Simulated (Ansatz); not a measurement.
# CH₆BNSi: one species, many methods

The task here is to estimate one member of a computed series from the others.

Method: functionals in def2-TZVPP, the program's frozen cores in correlated methods; program: Ansatz 0.2.0, Gaussian basis.

The runs, in order: LDA (SPW92), PBE-D4, revPBE-D4, BLYP-D4, r2SCAN-D4, B97M-V, PBE0-D4, B3LYP-D4, r2SCANh-D4, r2SCAN0-D4, HSE06-D4, BHLYP-D4, CAM-B3LYP-D4, LC-ωPBE, ωB97X-V, ωB97M-V, B2PLYP, PBE-QIDH; CCSD(T)/def2-SVP; CCSD(T)/def2-TZVPP; MP2/def2-QZVPP; extrapolation to the limit; RPA on PBE.

## The geometry

The geometry comes from an earlier relaxation with PBE0-D4 in a triple-zeta def2 set; it is a stationary point, not always the lowest conformer.

SMILES `[SiH3]B1CN1`, 10 atoms, charge 0, spin multiplicity 1.

Atoms are counted from 1 here; the program's logs count them from 0.

Bond lengths: Si1–B2 1.987 Å, Si1–H5 1.489 Å, Si1–H6 1.489 Å, Si1–H7 1.488 Å, B2–C3 1.575 Å, B2–N4 1.344 Å, C3–N4 1.457 Å, C3–H8 1.089 Å, C3–H9 1.089 Å, N4–H10 1.003 Å. Angles: B2–Si1–H5 109.6°, B2–Si1–H6 109.8°, B2–Si1–H7 112.7°, H5–Si1–H6 107.9°, H5–Si1–H7 108.3°, H6–Si1–H7 108.4°, Si1–B2–C3 153.9°, Si1–B2–N4 146.9°, C3–B2–N4 59.2°, B2–C3–N4 52.5°, B2–C3–H8 121.1°, B2–C3–H9 121.2°, N4–C3–H8 116.8°, N4–C3–H9 116.8°, H8–C3–H9 114.0°, B2–N4–C3 68.3°, B2–N4–H10 155.9°, C3–N4–H10 135.8°.

Set-up of the first run:

in.yaml reads:

```yaml
crystal:
  periodic: [false, false, false]
  atoms:
    - {symbol: Si, position_ang: [-1.184639, 0.967496, -0.978793]}
    - {symbol: B, position_ang: [0.167615, -0.069024, 0.043821]}
    - {symbol: C, position_ang: [0.635373, -1.022262, 1.207625]}
    - {symbol: N, position_ang: [1.456701, -0.431478, 0.159839]}
    - {symbol: H, position_ang: [-2.220067, 0.043346, -1.517529]}
    - {symbol: H, position_ang: [-1.862031, 1.939072, -0.077123]}
    - {symbol: H, position_ang: [-0.590430, 1.719900, -2.117264]}
    - {symbol: H, position_ang: [0.782756, -0.645754, 2.218933]}
    - {symbol: H, position_ang: [0.470660, -2.097610, 1.155822]}
    - {symbol: H, position_ang: [2.427164, -0.454687, -0.092329]}
basis:
  gaussian: {orbitals: def2-TZVPP}
hamiltonian: {xc: lda}
output: {orbitals: {seedname: orbitals}}
```

The run is started by

```console
> ansatz run in.yaml --threads 2 --pin off --events-out ev --progress --plain --max-ram 4352MiB
```

Steps of the session up to this table: LDA; PBE-D4 (GGA); revPBE-D4 (GGA); BLYP-D4 (GGA); r2SCAN-D4 (meta-GGA); B97M-V (meta-GGA); PBE0-D4 (hybrid); B3LYP-D4 (hybrid); r2SCANh-D4 (hybrid); r2SCAN0-D4 (hybrid); HSE06-D4 (hybrid); BHLYP-D4 (hybrid); CAM-B3LYP-D4 (range-separated); LC-ωPBE (range-separated); ωB97X-V (range-separated); ωB97M-V (range-separated); B2PLYP (double hybrid); PBE-QIDH (double hybrid).

One table of the session follows, with a row left open; its other results are not shown here.

It belongs to the step «Orbital energies across the functionals». 

| functional | HOMO (eV) | gap (eV) |
| --- | --- | --- |
| LDA (SPW92) | ? | ? |
| PBE-D4 | -6.52 | 4.99 |
| revPBE-D4 | -6.47 | 5.02 |
| BLYP-D4 | -6.38 | 5.03 |
| r2SCAN-D4 | -6.74 | 5.45 |
| B97M-V | -6.84 | 5.48 |
| PBE0-D4 | -7.73 | 7.13 |
| B3LYP-D4 | -7.52 | 6.73 |
| r2SCANh-D4 | -7.19 | 6.23 |
| r2SCAN0-D4 | -7.87 | 7.40 |
| HSE06-D4 | -7.33 | 6.35 |
| BHLYP-D4 | -8.85 | 9.27 |
| CAM-B3LYP-D4 | -9.09 | 9.62 |
| LC-ωPBE | -10.46 | 12.12 |
| ωB97X-V | -10.08 | 11.64 |
| ωB97M-V | -9.92 | 11.26 |

Q: Estimate the row for LDA (SPW92) from the others.

**Answer.** HOMO (eV): -6.65; gap (eV): 4.91. In the column «HOMO (eV)» it lies between r2SCAN-D4 (-6.74) and PBE-D4 (-6.52).
